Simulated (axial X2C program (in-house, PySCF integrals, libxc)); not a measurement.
**A two-component session on GaCl⁺: properties at the nuclei**

Wanted for GaCl⁺: properties at the nuclei, at the two-component level.

Computed with an in-house X2C program for linear molecules on PySCF integrals. Level: two-component X2C with atomic mean-field terms, Ga dyall-cv3z, Cl dyall-av3z.

All values are calculated.

## 1. Input

Input file task.json:

```json
{
 "zs": [
  31,
  17
 ],
 "q": 1,
 "bas": [
  "dyall-cv3z",
  "dyall-av3z"
 ],
 "r0": 2.23,
 "levels": [
  "PBE0",
  "HF",
  "r2SCAN",
  "BHandHLYP",
  "LDA"
 ],
 "nst": 3
}
```

Keys: zs atomic numbers; q charge; bas basis sets; r0 starting distance in Å; levels methods (HF also brings MP2); nst determinants followed.

Started as:

```sh
> python soeom.py task.json out
```

Nuclei are Gaussian, cores are contracted, and the Gaunt term is on.

## 2. Expectation values, lowest determinant

R = 2.101 Å. State: Ω = 1/2 (excess of +ω over −ω: ω = 1/2).

Output of the PBE0 run:

```text
two-component X2C + atomic mean field  PBE0
basis functions 170  fitting functions 933  grid points 5078
iter        total energy     max residual
   1      -2404.203924899     7.39e-06
   2      -2404.203924906     4.69e-06
   3      -2404.203924908     3.24e-06
converged
one-electron -3595.56580971  Coulomb 1163.21167961  exact exchange -25.47354678  xc functional -78.39135414  nuclear repulsion 132.73507385  atomic mean-field constant -0.71996772
```

The highest occupied spinor is 35% Ga s, 31% Cl p, 28% Ga p.

| level | Eeff magnitude (GV/cm) | Ws magnitude Ga (kHz) | A∥/gI Ga (MHz) | qzz Ga (a.u.) | A∥/gI Cl (MHz) | qzz Cl (a.u.) |
| --- | --- | --- | --- | --- | --- | --- |
| PBE0 | 3.82 | 3.21 | 3810 | -1.96 | 198 | 3.36 |
| HF | 4.5 | 3.77 | 3890 | -2.73 | 173 | 3.07 |
| r2SCAN | 3.91 | 3.29 | 3950 | -1.96 | 226 | 3.23 |
| BHandHLYP | 4.07 | 3.42 | 3720 | -2.07 | 205 | 3.45 |
| LDA | 3.43 | 2.89 | 3810 | -1.63 | 232 | 3.46 |

Eeff is the effective electric field on the electron dipole moment in this Ω state and Ws the scalar–pseudoscalar constant (defined with the proton number Z and per Ω); A∥ is the parallel hyperfine constant, which follows by multiplying with the nuclear g factor gI = μI/(I μN); qzz is the electric field gradient, eQq0 = 234.96 MHz × Q/barn × qzz. The operators were transformed with the bare-nucleus X2C matrices.

## 3. Expectation values, a higher determinant

R = 2.101 Å. State: Ω = 3/2 (excess of +ω over −ω: ω = 3/2), 2.03 eV above the lowest in the PBE0 search for states (made at or near this distance, with looser thresholds).

Output of the PBE0 run:

```text
two-component X2C + atomic mean field  PBE0
basis functions 170  fitting functions 933  grid points 5078
iter        total energy     max residual
   1      -2404.129247698     1.72e-05
   2      -2404.129247703     1.43e-05
   3      -2404.129247710     1.10e-06
   4      -2404.129247710     8.33e-07
converged
one-electron -3596.22946222  Coulomb 1163.93462274  exact exchange -25.47102001  xc functional -78.37849434  nuclear repulsion 132.73507385  atomic mean-field constant -0.71996772
```

The highest occupied spinor is 53% Ga s, 19% Cl p, 16% Ga p.

| level | Eeff magnitude (GV/cm) | Ws magnitude Ga (kHz) | A∥/gI Ga (MHz) | qzz Ga (a.u.) | A∥/gI Cl (MHz) | qzz Cl (a.u.) |
| --- | --- | --- | --- | --- | --- | --- |
| PBE0 | 0.0583 | 0.0192 | 19.4 | -2.03 | 363 | -2.46 |
| HF | 0.111 | 0.0388 | 24.4 | -1.99 | 375 | -2.51 |
| r2SCAN | 0.0515 | 0.0178 | 25 | -2.09 | 373 | -2.49 |
| BHandHLYP | 0.0567 | 0.0196 | 20.5 | -2.01 | 375 | -2.54 |
| LDA | 0.0586 | 0.0176 | 19.6 | -2.09 | 372 | -2.51 |

## 4. Outcome

| quantity | value |
| --- | --- |
| lowest determinant | Ω = 1/2 (excess of +ω over −ω: ω = 1/2) |
| Eeff magnitude (GV/cm), PBE0 | 3.82 |
| Ws magnitude Ga (kHz), PBE0 | 3.21 |
| A∥/gI Ga (MHz), PBE0 | 3810 |
| qzz Ga (a.u.), PBE0 | -1.96 |
| higher determinant | Ω = 3/2 (excess of +ω over −ω: ω = 3/2) |
| Eeff magnitude (GV/cm), PBE0, higher determinant | 0.0583 |
| Ws magnitude Ga (kHz), PBE0, higher determinant | 0.0192 |
| A∥/gI Ga (MHz), PBE0, higher determinant | 19.4 |
| qzz Ga (a.u.), PBE0, higher determinant | -2.03 |

What this shows: In the first state, the effective field runs from 3.43 to 4.5 GV/cm over the mean-field levels. The expectation values come from single determinants, which for open shells can mix terms of unlike spin or miss the lowest Ω, so a determinant need not be a state. Eeff is the effective electric field on the electron dipole moment in this Ω state and Ws the scalar–pseudoscalar constant (defined with the proton number Z and per Ω); A∥ is the parallel hyperfine constant, which follows by multiplying with the nuclear g factor gI = μI/(I μN); qzz is the electric field gradient, eQq0 = 234.96 MHz × Q/barn × qzz. The operators were transformed with the bare-nucleus X2C matrices.
